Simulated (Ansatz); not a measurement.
What does this script print? It uses Ansatz's Python interface.

`freq_c4h4osi.py`
```python
"""Harmonic frequencies of C4H4OSi at its relaxed geometry."""

import itertools

import ansatz as az
from ase.data import atomic_numbers, covalent_radii
import numpy as np

config = {
    "basis_set": "def2-SVP",
    "functional": "cam_b3lyp",
}

geometry_ang = [
    ("C", (2.0573, 0.7321, -1.2981)),
    ("C", (1.0176, 0.595, -0.6509)),
    ("C", (-0.1759, 0.396, 0.1149)),
    ("Si", (-0.7239, -1.2449, 0.4127)),
    ("C", (-0.754, 1.4026, 0.6308)),
    ("O", (-1.3179, 2.3432, 1.1223)),
    ("H", (2.9115, 0.9439, -1.8906)),
    ("H", (-2.142, -1.3658, -0.1181)),
    ("H", (-0.8201, -1.5596, 1.9085)),
    ("H", (0.0305, -2.2936, -0.2286)),
]
molecule = az.Crystal.molecule()
for symbol, xyz in geometry_ang:
    molecule = molecule.atom(symbol, xyz)

model = (
    molecule.calculation()
    .basis(gaussian=config["basis_set"])
    .functional(config["functional"])
)
symbols = [site.symbol for site in molecule.cartesian_sites]
start = np.array([site.position_ang for site in molecule.cartesian_sites], dtype=float)
def progress(event):
    if event["event"] == "relax_step":
        row = event["data"]
        print(f"step {row['step']:3d}  E = {row['lagrangian_ev']:.6f} eV  largest force component {row['allowed_force_max_ev_ang']:.4f} eV/A")


r = model.relax(force_tolerance=0.003).session().plan().execute(on_event=progress).report
end = np.array(r["positions_ang"])

# pairs closer than 1.2 times the sum of covalent radii, before or after
radius = [covalent_radii[atomic_numbers[s]] for s in symbols]
span = lambda where, i, j: np.linalg.norm(where[i] - where[j])
bonded = [(i, j) for i, j in itertools.combinations(range(len(symbols)), 2) if min(span(start, i, j), span(end, i, j)) < 1.2 * (radius[i] + radius[j])]
print("pair        before    after (A)")
for i, j in bonded:
    print(f"{symbols[i]}{i}-{symbols[j]}{j}".ljust(10), f"{span(start, i, j):8.4f} {span(end, i, j):8.4f}")
for first, second in list(itertools.combinations(bonded, 2)):
    shared = set(first) & set(second)
    if shared and symbols[(j := shared.pop())] != "H":
        i, k = sorted((set(first) | set(second)) - {j})
        u, v = end[i] - end[j], end[k] - end[j]
        angle = np.degrees(np.arccos(np.clip(u @ v / np.linalg.norm(u) / np.linalg.norm(v), -1, 1)))
        print(f"final angle {symbols[i]}{i}-{symbols[j]}{j}-{symbols[k]}{k}: {angle:.2f} deg")

# frequencies need a stationary point, so they are taken at the relaxed geometry
minimum = az.Crystal.molecule()
for symbol, place in zip(symbols, end):
    minimum = minimum.atom(symbol, place.tolist())
vibrating = (
    minimum.calculation()
    .basis(gaussian=config["basis_set"])
    .functional(config["functional"])
    .phonons(temperatures=(298.15, 498.15, 100))
)
vib = vibrating.run(threads=1).report["vibrations"]
sums = vib["harmonic_sums"]
modes = [m["omega_inv_cm"] for m in sums["modes_at_gamma"] if m["rigid_motion"] == "no"]
print("frequencies (1/cm):", " ".join(f"{w:.0f}" for w in modes))
print("imaginary modes:", sum(w < 0 for w in modes), " zero-point energy:", round(sums["zero_point_energy_ev"], 4), "eV")
print("T (K)   F_vib (eV)   S_vib (meV/K)   C_vib (meV/K)")
for row in zip(sums["temperatures_k"], sums["vibrational_free_energy_ev"], vib["entropy_ev_per_k"], vib["heat_capacity_ev_per_k"]):
    print(f"{row[0]:6.1f} {row[1]:11.4f} {1000 * row[2]:13.4f} {1000 * row[3]:15.4f}")

# all hydrogen replaced by deuterium
heavier = vibrating.phonons(masses={"H": 2.014102}).run(threads=1).report["vibrations"]["harmonic_sums"]
print("deuterated (1/cm):", " ".join(f"{m['omega_inv_cm']:.0f}" for m in heavier["modes_at_gamma"] if m["rigid_motion"] == "no"))
print("zero-point energy falls by", round(sums["zero_point_energy_ev"] - heavier["zero_point_energy_ev"], 4), "eV")
```

```console
$ python freq_c4h4osi.py
step   1  E = -14124.058829 eV  largest force component 6.4503 eV/A
step   2  E = -14124.537024 eV  largest force component 1.3182 eV/A
step   3  E = -14124.597582 eV  largest force component 0.3321 eV/A
step   4  E = -14124.609503 eV  largest force component 0.1468 eV/A
step   5  E = -14124.610981 eV  largest force component 0.1219 eV/A
step   6  E = -14124.613051 eV  largest force component 0.0938 eV/A
step   7  E = -14124.613919 eV  largest force component 0.0713 eV/A
step   8  E = -14124.614251 eV  largest force component 0.0094 eV/A
step   9  E = -14124.614520 eV  largest force component 0.1110 eV/A
step  10  E = -14124.614606 eV  largest force component 0.1566 eV/A
step  11  E = -14124.616913 eV  largest force component 0.1425 eV/A
step  12  E = -14124.623529 eV  largest force component 0.2721 eV/A
step  13  E = -14124.629937 eV  largest force component 0.3025 eV/A
step  14  E = -14124.637065 eV  largest force component 0.3640 eV/A
step  15  E = -14124.649629 eV  largest force component 0.3081 eV/A
step  16  E = -14124.666277 eV  largest force component 0.3283 eV/A
step  17  E = -14124.378746 eV  largest force component 1.6642 eV/A
step  18  E = -14124.676220 eV  largest force component 0.0674 eV/A
step  19  E = -14124.678304 eV  largest force component 0.0910 eV/A
step  20  E = -14124.679840 eV  largest force component 0.0545 eV/A
step  21  E = -14124.680339 eV  largest force component 0.0183 eV/A
step  22  E = -14124.680522 eV  largest force component 0.0179 eV/A
step  23  E = -14124.680554 eV  largest force component 0.0137 eV/A
step  24  E = -14124.680571 eV  largest force component 0.0073 eV/A
step  25  E = -14124.680582 eV  largest force component 0.0073 eV/A
step  26  E = -14124.680581 eV  largest force component 0.0078 eV/A
step  27  E = -14124.680584 eV  largest force component 0.0005 eV/A
pair        before    after (A)
C0-C1        1.2323   1.2085
C0-H6        1.0609   1.0736
C1-C2        1.4320   1.4272
C2-Si3       1.7554   1.8809
C2-C4        1.2703   1.3251
Si3-H7       1.5190   1.4859
Si3-H8       1.5316   1.4873
Si3-H9       1.4423   1.4859
C4-O5        1.2018   1.1541
final angle C1-C0-H6: 179.59 deg
final angle C0-C1-C2: 177.50 deg
final angle C1-C2-Si3: 120.82 deg
final angle C1-C2-C4: 121.27 deg
final angle Si3-C2-C4: 117.91 deg
final angle C2-Si3-H7: 109.81 deg
final angle C2-Si3-H8: 107.62 deg
final angle C2-Si3-H9: 109.83 deg
final angle C2-C4-O5: 177.42 deg
final angle H7-Si3-H8: 110.12 deg
final angle H7-Si3-H9: 109.33 deg
final angle H8-Si3-H9: 110.11 deg
frequencies (1/cm): 118 118 139 173 448 468 523 573 657 660 689 695 752 943 949 974 1103 1388 2253 2255 2268 2271 2284 3484
imaginary modes: 0  zero-point energy: 1.6233 eV
T (K)   F_vib (eV)   S_vib (meV/K)   C_vib (meV/K)
 298.1      1.5320        0.7005          0.8054
 398.1      1.4486        0.9640          1.0169
 498.1      1.3397        1.2099          1.1767
deuterated (1/cm): 85 111 130 161 410 416 487 511 540 542 606 616 670 684 697 706 1095 1381 1609 1640 1640 2098 2276 2725
zero-point energy falls by 0.2697 eV
```

Total energies depend on the basis set; only differences at equal settings carry meaning. The frequencies are harmonic and unscaled, in a modest basis. Hardware and time: 11 min on 1 thread of Arm Neoverse V1 (shared host), peak memory 0.37 GiB.
